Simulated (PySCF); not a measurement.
# SGe (germanium sulfide (GeS)): RPA correlation energy with PBE

Molecule: SGe (germanium sulfide (GeS)), in a box.

```
S Ge
1.0
     9.00000    0.00000    0.00000
     0.00000    9.00000    0.00000
     0.00000    0.00000   12.00000
S Ge
1 1
Direct
  0.50144 0.50233 0.41900
  0.50144 0.50233 0.58667
```

- Program: PySCF 2.14.0
- Task: RPA correlation energy
- Functional: PBE
- Potentials or basis: def2-svp (all-electron)
- k mesh: 1 × 1 × 1
- Occupations: fixed
- Spin: no spin polarisation
- Exponents discarded below (exp_to_discard): 0 1/bohr^2
- Frozen core bands: 14
- conv_tol: 1e-08 Ha
- max_cycle: 60
- Relativity: none
- Coulomb method: Gaussian density fitting (GDF)
- Grid for exchange and correlation: Becke, atom-centred
- Three-centre integrals: read from an earlier run's file

```json
{
  "Gap between the frontier levels, mean-field level": "3.81 eV",
  "Mulliken charges": "S -0.19; Ge +0.19 e",
  "RPA correlation energy": "-6.630 eV/atom",
  "RPA correlation energy per cell": "-13.260 eV"
}
```

Levels at points of the mesh, in eV from the valence-band top:
| k point | band 19 | band 20 | band 21 | band 22 | band 23 | band 24 | band 25 | band 26 | band 27 | band 28 |
| --- | --- | --- | --- | --- | --- | --- | --- | --- | --- | --- |
| (0.00, 0.00, 0.00) | -23.55 | -10.64 | -4.46 | -0.08 | -0.08 | 0.00 | 3.81 | 3.81 | 7.77 | 9.62 |

It took 12 s on 2 threads of Intel(R) Xeon(R) Processor @ 2.70GHz, with other jobs on the host, peak memory 1.1 GiB.

Caveat: the basis is small and the box finite, so much correlation energy is missing and levels can be off by tenths of an eV; Mulliken charges move with the basis; this is a molecule in a periodic box at the Γ point, so its band gap is the HOMO-LUMO gap; total energy, band gap and charges are those of the mean-field reference; relativity is left out, which matters for the heavier elements; the basis of atomic orbitals isn't converged, which shifts pressures, moduli and gaps.
